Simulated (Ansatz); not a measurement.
# C2H7FGeS: the cost of one run

Program: Ansatz 0.2.0. Level of theory: RKS PBE-D4/def2-SVP. These are calculated values, not measurements.

## Step 1: The system as given

Bond lengths: C1–S2 1.811 Å, S2–C3 1.811 Å, C3–Ge4 1.913 Å, Ge4–F5 1.743 Å, C1–H6 1.173 Å, C1–H7 1.066 Å, C1–H8 1.102 Å, C3–H9 1.152 Å, C3–H10 1.127 Å, Ge4–H11 1.631 Å, Ge4–H12 1.510 Å. Angles (14 of 19 angles, heavy atoms first): C1–S2–C3 93.7°, S2–C3–Ge4 112.9°, C3–Ge4–F5 111.5°, S2–C1–H6 106.0°, S2–C1–H7 112.1°, S2–C1–H8 108.3°, S2–C3–H9 106.3°, S2–C3–H10 111.3°, Ge4–C3–H9 108.0°, Ge4–C3–H10 112.8°, C3–Ge4–H11 106.4°, C3–Ge4–H12 111.5°, F5–Ge4–H11 107.1°, F5–Ge4–H12 111.6°.

As a file:

```xyz
12

C    -1.3022    0.1895    1.4200
S     0.0431    1.3139    0.9646
C     1.0381    0.0040    0.2081
Ge    0.6550   -0.2430   -1.6494
F     0.7407    1.2615   -2.5243
H    -2.1460    0.8633    1.8783
H    -0.9932   -0.5366    2.1363
H    -1.7273   -0.2352    0.4959
H     2.1373    0.3355    0.3042
H     0.9719   -0.9527    0.7994
H    -0.8890   -0.7608   -1.7360
H     1.5484   -1.2947   -2.2631
```

## Step 2: Relaxing end A

The input, input.yaml:

```yaml
crystal:
  periodic: [false, false, false]
  atoms:
    - { symbol: C, position_ang: [-1.3022, 0.1895, 1.42] }
    - { symbol: S, position_ang: [0.0431, 1.3139, 0.9646] }
    - { symbol: C, position_ang: [1.0381, 0.004, 0.2081] }
    - { symbol: Ge, position_ang: [0.655, -0.243, -1.6494] }
    - { symbol: F, position_ang: [0.7407, 1.2615, -2.5243] }
    - { symbol: H, position_ang: [-2.146, 0.8633, 1.8783] }
    - { symbol: H, position_ang: [-0.9932, -0.5366, 2.1363] }
    - { symbol: H, position_ang: [-1.7273, -0.2352, 0.4959] }
    - { symbol: H, position_ang: [2.1373, 0.3355, 0.3042] }
    - { symbol: H, position_ang: [0.9719, -0.9527, 0.7994] }
    - { symbol: H, position_ang: [-0.889, -0.7608, -1.736] }
    - { symbol: H, position_ang: [1.5484, -1.2947, -2.2631] }
basis:
  gaussian: { orbitals: def2-SVP }
hamiltonian:
  xc: pbe
  dispersion: d4
relax:
  f_tol: 0.015
  max_steps: 40
```

Launch:

```bash
> ansatz run input.yaml --threads 2 --pin off --max-ram 3072MiB --backend cpu --events-out ev --progress --plain --runs-dir out
```

What time and memory should one allow on 2 threads of Arm Neoverse V1, shared host?

About 38 s, with a peak of 0.18 GiB.
